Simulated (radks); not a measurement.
# Taking charge from the 2p level of K⁶⁺ in fractions

Aim: follow energy and eigenvalue as charge leaves the 2p level of K⁶⁺ bit by bit, and test Janak's theorem, Slater's transition state and the straight-line condition.

Program: radks (a radial shooting solver on a logarithmic mesh, Libxc functionals) version 1. Level of theory: Dirac Kohn-Sham, LDA (Slater exchange, Perdew-Wang correlation), spin-unpolarised, spherical densities, point nucleus; open shells fill j = l - 1/2 first. These are calculated values, not measurements, unless marked.

### 1 The atom as given

- element: potassium (Z = 19)
- charge: +6
- electrons: 13
- configuration: [He] 2s2 2p(1/2: 2, 3/2: 4) 3s2 3p1

A shell typed twice in an input gives the lower j, then the higher j.

### 2 Start: [He] 2s2 2p(1/2: 2, 3/2: 4) 3s2 3p1

Settings of this run:

```text
Z 19
configuration [He] 2s2 2p2 2p4 3s2 3p1
relativity Dirac
functional lda,pw
spin unpolarised
j_filling energy
nucleus point
c 137.035999084
```

### 3 0.1 electron removed from 2p

Settings of this run:

```text
Z 19
configuration [He] 2s2 2p2 2p3.9 3s2 3p1
relativity Dirac
functional lda,pw
spin unpolarised
j_filling energy
nucleus point
c 137.035999084
```

### 4 0.2 electron removed from 2p

Settings of this run:

```text
Z 19
configuration [He] 2s2 2p2 2p3.8 3s2 3p1
relativity Dirac
functional lda,pw
spin unpolarised
j_filling energy
nucleus point
c 137.035999084
```

### 5 0.3 electron removed from 2p

Settings of this run:

```text
Z 19
configuration [He] 2s2 2p2 2p3.7 3s2 3p1
relativity Dirac
functional lda,pw
spin unpolarised
j_filling energy
nucleus point
c 137.035999084
```

### 6 0.4 electron removed from 2p

Settings of this run:

```text
Z 19
configuration [He] 2s2 2p2 2p3.6 3s2 3p1
relativity Dirac
functional lda,pw
spin unpolarised
j_filling energy
nucleus point
c 137.035999084
```

### 7 0.5 electron removed from 2p

Settings of this run:

```text
Z 19
configuration [He] 2s2 2p2 2p3.5 3s2 3p1
relativity Dirac
functional lda,pw
spin unpolarised
j_filling energy
nucleus point
c 137.035999084
```

### 8 0.6 electron removed from 2p

Settings of this run:

```text
Z 19
configuration [He] 2s2 2p2 2p3.4 3s2 3p1
relativity Dirac
functional lda,pw
spin unpolarised
j_filling energy
nucleus point
c 137.035999084
```

### 9 0.7 electron removed from 2p

Settings of this run:

```text
Z 19
configuration [He] 2s2 2p2 2p3.3 3s2 3p1
relativity Dirac
functional lda,pw
spin unpolarised
j_filling energy
nucleus point
c 137.035999084
```

### 10 0.8 electron removed from 2p

Settings of this run:

```text
Z 19
configuration [He] 2s2 2p2 2p3.2 3s2 3p1
relativity Dirac
functional lda,pw
spin unpolarised
j_filling energy
nucleus point
c 137.035999084
```

### 11 0.9 electron removed from 2p

Settings of this run:

```text
Z 19
configuration [He] 2s2 2p2 2p3.1 3s2 3p1
relativity Dirac
functional lda,pw
spin unpolarised
j_filling energy
nucleus point
c 137.035999084
```

### 12 1 electron removed from 2p

Settings of this run:

```text
Z 19
configuration [He] 2s2 2p2 2p3 3s2 3p1
relativity Dirac
functional lda,pw
spin unpolarised
j_filling energy
nucleus point
c 137.035999084
```

**Question.** What will these runs give? Wanted: for each run, removed; E − E(0); eigenvalue; E minus straight line.

As calculated:

```
removed (e)  E − E(0) (eV)  eigenvalue (eV)  E minus straight line (eV)
          0          0.000          -390.06                       0.000
        0.1         39.290          -395.75                      -2.607
        0.2         79.152          -401.48                      -4.642
        0.3         119.59          -407.24                      -6.103
        0.4         160.60          -413.03                      -6.987
        0.5         202.19          -418.85                      -7.291
        0.6         244.37          -424.69                      -7.011
        0.7         287.13          -430.57                      -6.145
        0.8         330.49          -436.48                      -4.690
        0.9         374.43          -442.42                      -2.643
          1         418.97          -448.38                       0.000
```

**Reading.** Removing the whole electron costs 418.97 eV, against 390.06 eV from minus the starting eigenvalue. Slater's transition state, half an electron removed, gives 418.85 eV. The trapezoid integral of minus the eigenvalue gives 418.97 eV over the range, against 418.97 eV from the energies (Janak's theorem). The eigenvalue moves by 58.3 eV per electron. E bends below the straight line by 7.29 eV at 0.5 electron removed.
